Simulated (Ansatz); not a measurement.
**PtSe: single point with PBEsol+U**

The system is PtSe.

```
Pt Se
1.0
     3.70187    0.00000    0.00000
    -1.85094    3.20591    0.00000
     0.00000    0.00000    3.61284
Pt Se
1 1
Direct
  0.00000 0.00000 0.00000
  0.66667 0.33333 0.50000
```

The cell comes from a database or a generator and needn't be the stable form of this composition.

| Quantity | Value |
| --- | --- |
| Program | Ansatz 0.2.0 |
| Task | single point |
| Functional | PBEsol |
| Potentials or basis | all-electron LAPW, scalar-relativistic |
| Cutoff | 236 eV (chosen from the basis error) |
| Basis error allowed | 0.001 eV/atom |
| k mesh | 6 × 6 × 5 |
| Occupations | gaussian, width 0.05 eV |
| Spin | collinear spin, ferromagnetic start |
| Starting moments | [0.5, 0.0] μB |
| Hubbard terms | Pt d U = 2 eV |

```yaml
Pressure: -16.3 GPa
Band_gap_on_the_k_mesh: none (metal or under the smearing width)
Net_moment: 0.00 μB per cell
Absolute_moment: 0.00 μB per cell
```

Stress tensor (GPa, compression positive):
```
-14.46   0.00   0.00
  0.00 -14.46   0.00
  0.00   0.00 -19.87
```

Levels at points of the mesh, in eV from the Fermi level:
Spin up:
```
            k point  band 30  band 31  band 32  band 33  band 34  band 35  band 36  band 37
 (0.00, 0.00, 0.00)    -2.06    -2.06    -1.75     0.23     0.74     0.74     7.66     8.09
(0.00, -0.50, 0.00)    -2.51    -2.24    -1.45    -1.19     1.40     3.00     6.29     8.90
```
Spin down:
| k point | band 29 | band 30 | band 31 | band 32 | band 33 | band 34 | band 35 | band 36 | band 37 | band 38 |
| --- | --- | --- | --- | --- | --- | --- | --- | --- | --- | --- |
| (0.00, 0.00, 0.00) | -3.70 | -2.06 | -2.06 | -1.75 | 0.23 | 0.74 | 0.74 | 7.66 | 8.09 | 8.09 |
| (0.00, -0.50, 0.00) | -3.46 | -2.51 | -2.24 | -1.45 | -1.19 | 1.40 | 3.00 | 6.29 | 8.90 | 9.42 |

Wall time 58 s on 1 thread of Arm Neoverse V1 (shared host), peak memory 0.4 GiB.

Caveat: the k mesh is thin for a metal, which can move the energy by tens of meV per atom; U is the effective U less J, on atomic orbitals that reach past the spheres; the starting moments weren't kept. The state reached can hang on the start; a lower one may exist.
